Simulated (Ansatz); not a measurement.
Runs of Ansatz 0.2.0 on Ge2Sb2Te5. The structure is monoclinic, space group Cm (No. 8). The conventional cell has a = 13.678 Å, b = 6.132 Å, c = 9.672 Å, α = 90.00°, β = 134.93°, γ = 90.00°. Te (site symmetry m) has 2 Ge at 2.85 to 3.19 Å and 3 Sb at 3.07 to 3.14 Å as nearest neighbours. Around Te (site symmetry m) lie 2 Sb at 2.95 to 3.20 Å and 3 Ge at 3.07 to 3.08 Å. Te (site symmetry m) is surrounded by 3 Ge at 2.82 to 3.07 Å and 2 Sb at 3.14 to 3.19 Å. Around Te (site symmetry m) lie 2 Ge at 2.95 to 3.00 Å and 2 Sb at 3.02 to 3.06 Å. Te (site symmetry m) has 3 Sb at 2.98 to 3.07 Å and 2 Ge at 3.05 to 3.20 Å as nearest neighbours. Sb (site symmetry m) has 6 Te at 2.95 to 3.19 Å as nearest neighbours. Sb (site symmetry m) is surrounded by 6 Te at 2.98 to 3.20 Å. Around Ge (site symmetry m) lie 6 Te at 2.82 to 3.19 Å. The cell comes from a database or a generator and needn't be the stable form of this composition.

```tsv
level	cutoff (eV)	gap on the mesh (eV)	pressure (GPa)	relaxed volume (Å³/atom)	largest force (eV/Å)
r2SCAN	500	0.37	0.0	32.02	0.01
PBE	420	(a)	0.0	(b)	0.01
LDA	420	0.14	0.0	29.18	0.01
PBEsol	420	0.14	0.0	29.90	0.01
```

Alike in all rows: task relaxation of cell and atoms; potentials or basis Ansatz PAW; no spin polarisation; cell relaxed; k mesh 5 × 5 × 4; smearing fermi-dirac 0.05 eV.

Question: Estimate the missing entries.

Answer: (a) 0.23; (b) 32.24.

Caveats: odd divisions of the mesh miss points on the zone boundary, where band edges often lie, so the gap on the mesh can be too wide; the plane-wave basis is chosen anew once the cell has moved, so the energies of steps on either side of that aren't comparable; spin-orbit coupling is left out, which moves the levels of the heavy elements; the PAW data sets come from PBE, with cores solved anew for the run's functional, which leaves a small shift of forces and pressure (some runs).

A k mesh can miss the band edges, and the runs leave out spin-orbit coupling on Ge, Sb, Te.
